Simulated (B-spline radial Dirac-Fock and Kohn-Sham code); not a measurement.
# Sm³⁵⁺: core levels and X-ray properties

Wanted for the Sm³⁵⁺ ion: its X-ray form factor and Compton profile, the binding energy of each subshell and its two-hole states.

The numbers are computed with B-spline radial Dirac-Fock and Kohn-Sham code (version 2): a free atom or ion on a radial basis; each step names its model.

## 1. The system

Sm³⁵⁺, configuration [Ar] 3d9.

- nuclear charge: 62
- electrons: 27
- mass number: 152
- nuclear rms radius: 5.0819 fm

## 2. X-ray scattering functions

Model: Dirac-Fock average of configuration, finite nucleus; form factor of the spherical density, Waller-Hartree incoherent function, impulse-approximation Compton profiles.

The run's settings:

```ini
task = scatter
Z = 62
charge = 35
configuration = 1s2 2s2 2p6 3s2 3p6 3d9
mass_number = 152
rms_radius = 5.0819  # fm
s = [0.0, 0.05, 0.1, 0.15, 0.2, 0.25, 0.3, 0.35, 0.4, 0.45, 0.5, 0.6, 0.7, 0.8, 0.9, 1.0, 1.1, 1.2, 1.4, 1.6, 1.8, 2.0, 2.5, 3.0, 3.5, 4.0, 5.0, 6.0]  # 1/A
pz = [0, 0.1, 0.2, 0.3, 0.4, 0.5, 0.6, 0.8, 1.0, 1.2, 1.4, 1.6, 1.8, 2.0, 2.5, 3.0, 4.0, 5.0, 7.0, 10.0, 15.0, 20.0, 30.0, 40.0, 60.0, 100.0]  # a.u.
photon_energy = [1000, 2000, 5000, 8047.8, 50000, 100000, 200000, 1000000]  # eV
```

## 3. Core and valence levels

Model: Dirac-Fock average of configuration, Delta-SCF, finite nucleus, first-order Breit with its frequency dependence, self-energy and vacuum polarisation.

Recorded inputs:

```ini
task = binding
```

## 4. Double vacancies and Auger multiplets

Model: Dirac-Fock average of configuration, Delta-SCF, finite nucleus, first-order Breit with its frequency dependence, self-energy and vacuum polarisation; two-hole levels by intermediate coupling within the shell, Auger rates as independent-particle Coulomb matrix elements.

Settings, as recorded:

```ini
task = double
```

What does the calculation give? Wanted: rms radius of the electron cloud; form factor halves at; Compton profile at zero; deepest level listed, K; least bound, M4,5; Kα1; largest U, K K; strongest line of K-L123.

As calculated:

```
                             quantity                    value
     rms radius of the electron cloud               0.206 bohr
                form factor halves at                  1.6 1/Å
              Compton profile at zero             1.162 1/a.u.
         deepest level listed, K (1s)               48363.1 eV
               least bound, M4,5 (3d)                2482.9 eV
                                  Kα1               40156.8 eV
ionisation energy, NIST (theoretical)               2466.00 eV
                       largest U, K K                1128.8 eV
             strongest line of K-L123  L2L3, J = 2, 31097.9 eV
```

The form factor starts at the 27 electrons and halves by s = 1.6 1/Å. Incoherent scattering outweighs coherent from 200 keV on, among the energies asked. The K (1s) level lies 47.1 eV under Koopmans' value by relaxation alone; Breit gives -127.92 and QED -66.19 eV. NIST's ionisation energy differs by -16.85 eV from the least binding energy; the calculation averages open shells over their j components and terms. U runs from 90.58 eV (M3 M3) to 1128.8 eV (K K). In the K-L123 Auger group the L2L3 J = 2 line carries 40 % of the rate. The Hartree-Fock and Dirac-Fock values hold no electron correlation.
